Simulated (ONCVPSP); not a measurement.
# Gallium: generating and testing an ONCV potential

Do these settings give a usable potential? It is generated, then checked for transferability, scattering, ghosts and hardness.

Program: ONCVPSP 4.0.1.1 (patched build). Reference atom: LDA (Perdew-Wang 92), scalar-relativistic, spherical and spin-unpolarised. All values are calculated.

### 1 Settings

Typed settings, in words:

```json
{
  "element": "gallium (Ga, Z = 31)",
  "type": "optimised norm-conserving Vanderbilt (ONCV)",
  "frozen core": "[Ar] 3d10",
  "valence charge": "3",
  "reference configuration": "4s2 4p0.5 (charge +0.5)",
  "partial waves": "4s: rc 1.60 bohr, ncon 4, nbas 9, qcut 4.7 1/bohr, 1 projector; 4p: rc 2.40 bohr, ncon 4, nbas 7, qcut 3.9 1/bohr, 2 projectors, debl 0.4 Ha; d scattering state at 0.41 Ha: rc 1.90 bohr, ncon 4, nbas 9, qcut 5.1 1/bohr, 2 projectors, debl 1.5 Ha",
  "local potential": "polynomial inside 1.50 bohr (lpopt 5, dvloc0 0 Ha)",
  "core correction": "Teter function, fcfact 3.25, rcfact 1.05"
}
```

An earlier all-electron run gives the scale for the radii.

All-electron outer shells of the reference configuration (LDA (PZ), scalar-relativistic, ld1.x):

```
shell  level (eV)  outermost node (bohr)  outermost maximum (bohr)
   3p     -102.54                   0.24                      0.56
   3d      -23.28                      –                      0.53
   4s      -12.70                   0.81                      1.87
   4p       -5.82                   0.87                      2.41
```

### 2 Generation

The input, Ga.dat:

```
# ATOM AND REFERENCE CONFIGURATION
# atsym  z   nc   nv     iexc    psfile
  Ga 31.00    6    2  -001012      upf
#
#   n    l    f
    1    0    2.00
    2    0    2.00
    2    1    6.00
    3    0    2.00
    3    1    6.00
    3    2   10.00
    4    0    2.00
    4    1    0.50
#
# PSEUDOPOTENTIAL AND OPTIMIZATION
# lmax
    2
#
#   l,   rc,      ep,       ncon, nbas, qcut
    0    1.60    0.00    4    9    4.70
    1    2.40    0.00    4    7    3.90
    2    1.90    0.41    4    9    5.10
#
# LOCAL POTENTIAL
# lloc, lpopt,  rc(5),   dvloc0
    4    5    1.50    0.00
#
# VANDERBILT-KLEINMAN-BYLANDER PROJECTORs
# l, nproj, debl
    0    1    0.90
    1    2    0.40
    2    2    1.50
#
# MODEL CORE CHARGE
# icmod, fcfact, rcfact
    3    3.25    1.05
#
# LOG DERIVATIVE ANALYSIS
# epsh1, epsh2, depsh
   -2.00    5.00    0.02
#
# OUTPUT GRID
# rlmax, drl
    6.00    0.01
#
# TEST CONFIGURATIONS
# ncnf
    4
# nvcnf
#   n    l    f
    2
    4    0    2.00
    4    1    1.00
#
    2
    4    0    2.00
    4    1    0.00
#
    2
    4    0    1.00
    4    1    0.00
#
    2
    4    0    1.00
    4    1    2.00
#
```

The run is started by

```sh
oncvpsp.x < Ga.dat > Ga.out
```

What does the calculation give? Wanted: cutoffs for 1 and 0.1 mHa per electron, occupied waves; bound ghosts; GHOST(+) flags; largest test error; largest phase difference near zero energy, channels read; rms error of d²Exc/dn², without and with the model core.

**Answer**, as computed:

| quantity | value |
| --- | --- |
| cutoffs for 1 and 0.1 mHa per electron, occupied waves | 7.8 Ha and 9.9 Ha |
| bound ghosts | d at -2.30 eV |
| GHOST(+) flags | s at 27 eV |
| largest test error (AE − PS) | +59 meV, for 4s1 4p0 |
| largest phase difference near zero energy, channels read | 2.888 rad |
| rms error of d²Exc/dn², without and with the model core | 11.06 and 8.05 mHa |

In words: It has a bound ghost (d), a state that the atom doesn't have, and that rules the file out. By total energies transferability is fair: the largest error is 59 meV on 25.3 eV, for 4s1 4p0. By its cutoff, 7.8 Ha for the looser tolerance, it is soft on the atom at that tolerance. At the looser tolerance the 4s wave is the slowest; 4p needs 3 Ha. That counts occupied waves only; other projectors can need more. Near zero energy the largest phase difference among the channels read is 2.89 rad, in the d channel. A step near π is an extra or missing state, not a misfit of shape. The pseudo curves have poles with no partner nearby in the atom's: s at 0.91 Ha, d at -0.06 Ha. At positive energy that is a spurious or a displaced resonance. The program also flags highly localised states, GHOST(+) (s). All of this concerns the isolated atom, not yet a solid.
